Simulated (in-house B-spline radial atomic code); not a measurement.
# Nb: a fraction of an electron removed from 4p

Aim: the energy of Nb as a fraction of an electron is removed from 4p, to see how far it bends away from a straight line.

Program: in-house B-spline radial atomic code version 1. Level of theory: scalar-relativistic (spin-free one-electron X2C) HSE06, spin-polarised, spherical fractional occupations, Fermi nucleus, basis-set limit. These are calculated values, not measurements, unless marked.

### 1 The atom as given

| Item | Value |
| --- | --- |
| element | niobium (Z = 41) |
| charge | 0 |
| electrons | 41 |
| configuration | [Kr] 4d4 5s1 |
| Hamiltonian | scalar-relativistic (X2C) |
| nucleus | Fermi, rms radius 4.324 fm |

Outer shells as boxes (Hund's rule):

[Kr] 4d4 5s1
```
[Kr] core
4d [↑ ][↑ ][↑ ][↑ ][  ]
5s [↑ ]
```

Where spins are not typed, each open shell is filled with up spins first.

### 2 The start, at fraction 0

Input settings:

```ini
Z = 41
electrons = 41.0
configuration = [Kr] 4d4 5s1
hamiltonian = x2c
method = hse06
spin_polarised = True
nucleus = fermi
rms_radius = 4.324
mass_number = 93
atomic_mass = 92.90637317
speed_of_light = 137.035999084
```

### 3 0.04 electron removed from 4p

The settings differ from step 2 so:

```diff
@@ -1,4 +1,4 @@
 Z = 41
-electrons = 41.0
-configuration = [Kr] 4d4 5s1
+electrons = 40.96
+configuration = [Ar] 3d10 4s2 4p5.96 4d4 5s1
 hamiltonian = x2c
```

### 4 0.22 electron removed from 4p

The settings differ from step 3 so:

```diff
@@ -1,4 +1,4 @@
 Z = 41
-electrons = 40.96
-configuration = [Ar] 3d10 4s2 4p5.96 4d4 5s1
+electrons = 40.78
+configuration = [Ar] 3d10 4s2 4p5.78 4d4 5s1
 hamiltonian = x2c
```

### 5 0.31 electron removed from 4p

The settings differ from step 4 so:

```diff
@@ -1,4 +1,4 @@
 Z = 41
-electrons = 40.78
-configuration = [Ar] 3d10 4s2 4p5.78 4d4 5s1
+electrons = 40.69
+configuration = [Ar] 3d10 4s2 4p5.69 4d4 5s1
 hamiltonian = x2c
```

### 6 0.46 electron removed from 4p

The settings differ from step 5 so:

```diff
@@ -1,4 +1,4 @@
 Z = 41
-electrons = 40.69
-configuration = [Ar] 3d10 4s2 4p5.69 4d4 5s1
+electrons = 40.54
+configuration = [Ar] 3d10 4s2 4p5.54 4d4 5s1
 hamiltonian = x2c
```

### 7 0.5 electron removed from 4p

The settings differ from step 6 so:

```diff
@@ -1,4 +1,4 @@
 Z = 41
-electrons = 40.54
-configuration = [Ar] 3d10 4s2 4p5.54 4d4 5s1
+electrons = 40.5
+configuration = [Ar] 3d10 4s2 4p5.5 4d4 5s1
 hamiltonian = x2c
```

### 8 0.56 electron removed from 4p

The settings differ from step 7 so:

```diff
@@ -1,4 +1,4 @@
 Z = 41
-electrons = 40.5
-configuration = [Ar] 3d10 4s2 4p5.5 4d4 5s1
+electrons = 40.44
+configuration = [Ar] 3d10 4s2 4p5.44 4d4 5s1
 hamiltonian = x2c
```

### 9 0.66 electron removed from 4p

The settings differ from step 8 so:

```diff
@@ -1,4 +1,4 @@
 Z = 41
-electrons = 40.44
-configuration = [Ar] 3d10 4s2 4p5.44 4d4 5s1
+electrons = 40.34
+configuration = [Ar] 3d10 4s2 4p5.34 4d4 5s1
 hamiltonian = x2c
```

### 10 0.86 electron removed from 4p

The settings differ from step 9 so:

```diff
@@ -1,4 +1,4 @@
 Z = 41
-electrons = 40.34
-configuration = [Ar] 3d10 4s2 4p5.34 4d4 5s1
+electrons = 40.14
+configuration = [Ar] 3d10 4s2 4p5.14 4d4 5s1
 hamiltonian = x2c
```

### 11 0.96 electron removed from 4p

The settings differ from step 10 so:

```diff
@@ -1,4 +1,4 @@
 Z = 41
-electrons = 40.14
-configuration = [Ar] 3d10 4s2 4p5.14 4d4 5s1
+electrons = 40.04
+configuration = [Ar] 3d10 4s2 4p5.04 4d4 5s1
 hamiltonian = x2c
```

### 12 1 electron removed from 4p

The settings differ from step 11 so:

```diff
@@ -1,4 +1,4 @@
 Z = 41
-electrons = 40.04
-configuration = [Ar] 3d10 4s2 4p5.04 4d4 5s1
+electrons = 40.0
+configuration = [Ar] 3d10 4s2 4p5 4d4 5s1
 hamiltonian = x2c
```

Before running: How does the energy change with the fraction, and which way and how far does it bend from the straight line between the ends?

As calculated:

| fraction | energy change (eV) | less the straight line (eV) | level 4p down (eV) | sum of <r²> (bohr²) |
| --- | --- | --- | --- | --- |
| 0 | 0.0000 | 0.0000 | -34.578 | 57.930 |
| 0.04 | 1.3889 | -0.1607 | -34.869 | 57.141 |
| 0.22 | 7.7884 | -0.7346 | -36.255 | 53.953 |
| 0.31 | 11.0844 | -0.9254 | -36.991 | 52.545 |
| 0.46 | 16.7284 | -1.0926 | -38.273 | 50.416 |
| 0.5 | 18.2663 | -1.1043 | -38.626 | 49.888 |
| 0.56 | 20.6000 | -1.0951 | -39.163 | 49.125 |
| 0.66 | 24.5619 | -1.0073 | -40.080 | 47.920 |
| 0.86 | 32.7669 | -0.5505 | -41.984 | 45.729 |
| 0.96 | 37.0145 | -0.1771 | -42.969 | 44.727 |
| 1 | 38.7412 | 0.0000 | -43.368 | 44.342 |

From fraction 0 to 1 the energy changes by 38.741 eV. It sags under the straight line by up to 1.10 eV (at 0.5). Slater's transition state, the slope from the orbital energy at fraction 0.5 (Janak's theorem), gives 38.626 eV for the whole step. Here exact exchange is taken at spherical fractional occupations, which leaves self-interaction in open p, d and f shells; that spoils the energies somewhat, at whole numbers too.
